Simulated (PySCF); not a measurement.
# Solver options tried on KBr

The same problem is solved with other solver options, one edit a run.

The runs use PySCF 2.14.0; method and basis as typed in the scripts.

3 further runs of the same task are left out: 3 that didn't finish.

## (1) The system as given

KBr: 2 atoms, charge 0, spin multiplicity 1.

Bond lengths: K1–Br2 2.988 Å.

## (2) The run that the others are compared with

The input, input.py:

```python
from pyscf import gto, scf, mp

mol = gto.M(
    atom='K 0 0 0; Br 0 0 2.988',
    basis='def2-svp',
    charge=0,
    spin=0,
    symmetry=True,
    verbose=4,
)
mf = scf.RHF(mol)
mf = mf.density_fit(auxbasis='def2-universal-jkfit')
mf.kernel()
mp.MP2(mf, frozen=14).kernel()
mf.dip_moment()
print('orbital energies (hartree):', mf.mo_energy[..., max(0, mol.nelec[1]-3):mol.nelec[0]+3].round(4))
```

Command:

```
python input.py
```

The log of this run is left out.

In short: E(SCF) = -3171.267226 Eh, 8 cycles, E(MP2) − E(SCF) = -0.27880 Eh, μ = 11.63 D (of the SCF density).

The bond length is a typed value, not an optimised one.

## (3) Smearing width 0.2 hartree

Variant 1 changes smearing width: none → 0.2 hartree; step after the SCF: mp2 → none.

The input, input.py:

```python
from pyscf import gto, scf

mol = gto.M(
    atom='K 0 0 0; Br 0 0 2.988',
    basis='def2-svp',
    charge=0,
    spin=0,
    symmetry=True,
    verbose=4,
)
mf = scf.RHF(mol)
mf = mf.density_fit(auxbasis='def2-universal-jkfit')
mf = scf.addons.smearing_(mf, sigma=0.2, method='fermi')
mf.kernel()
mf.dip_moment()
print('orbital energies (hartree):', mf.mo_energy[..., max(0, mol.nelec[1]-3):mol.nelec[0]+3].round(4))
```

Command:

```
python input.py
```

## (4) Initial guess hcore

Variant 2 changes initial guess: minao → hcore.

input.py, as its differences from that of step 2:

```diff
@@ -12,2 +12,3 @@
 mf = mf.density_fit(auxbasis='def2-universal-jkfit')
+mf.init_guess = 'hcore'
 mf.kernel()
```

## (5) Initial guess 1e

Variant 3 changes initial guess: minao → 1e.

input.py, as its differences from that of step 2:

```diff
@@ -12,2 +12,3 @@
 mf = mf.density_fit(auxbasis='def2-universal-jkfit')
+mf.init_guess = '1e'
 mf.kernel()
```

## (6) DIIS space 20

Variant 4 changes DIIS space: default → 20.

input.py, as its differences from that of step 2:

```diff
@@ -12,2 +12,3 @@
 mf = mf.density_fit(auxbasis='def2-universal-jkfit')
+mf.diis_space = 20
 mf.kernel()
```

## (7) Point-group symmetry off

Variant 5 changes point-group symmetry: on → off.

input.py, as its differences from that of step 2:

```diff
@@ -7,3 +7,2 @@
     spin=0,
-    symmetry=True,
     verbose=4,
```

## (8) Damping 0.5

Variant 6 changes damping: none → 0.5.

input.py, as its differences from that of step 2:

```diff
@@ -12,2 +12,4 @@
 mf = mf.density_fit(auxbasis='def2-universal-jkfit')
+mf.damp = 0.5
+mf.diis_start_cycle = 8
 mf.kernel()
```

What does the calculation give? Wanted: for each run, E(SCF); from base; gap; SCF dipole; after the SCF.

**Answer**, as computed:

```csv
run,E(SCF) (hartree),from base (eV),cycles,gap (eV),SCF dipole (D),after the SCF
base,-3171.267226,0,8,7.73,11.63,"MP2 correlation -7.587 eV, core frozen"
smearing width 0.2 hartree (poor choice),-3169.926031,not comparable,12,n/a,9.11,n/a
initial guess hcore,-3171.267226,0.0000,18,7.73,11.63,"MP2 correlation -7.587 eV, core frozen"
initial guess 1e,-3171.267226,0.0000,18,7.73,11.63,"MP2 correlation -7.587 eV, core frozen"
DIIS space 20,-3171.267226,0.0000,8,7.73,11.63,"MP2 correlation -7.587 eV, core frozen"
point-group symmetry off,-3171.267226,0.0000,8,7.73,11.63,"MP2 correlation -7.587 eV, core frozen"
damping 0.5,-3171.267226,0.0000,12,7.73,11.63,"MP2 correlation -7.587 eV, core frozen"
```

Distance from each run's final energy (log10 hartree) by cycle:

```csv
run,cycle 1,cycle 2,cycle 3,cycle 5,cycle 8,cycle 12
base,-1.6,-2.6,-4.2,-6.5,< -11,done
smearing width 0.2 hartree (poor choice),-0.6,-1.3,-1.7,-3.1,-5.8,-7.9
initial guess hcore,2.5,2.1,1.6,1.6,-0.3,-3.6
initial guess 1e,2.5,2.1,1.6,1.6,-0.3,-3.6
DIIS space 20,-1.6,-2.6,-4.2,-6.5,< -11,done
point-group symmetry off,-1.6,-2.6,-4.2,-6.5,< -11,done
damping 0.5,-1.6,-2.3,-2.9,-3.9,-5.8,-11.0
```

**Reading.** With initial guess hcore or initial guess 1e or DIIS space 20 or point-group symmetry off or damping 0.5 the SCF ends at the base energy. The base needs 8 cycles and the run with initial guess hcore needs 18. The cycles with DIIS space 20 repeat those of the base digit for digit, so the setting never acted. Rows marked «poor choice» come from settings spoiled on purpose.
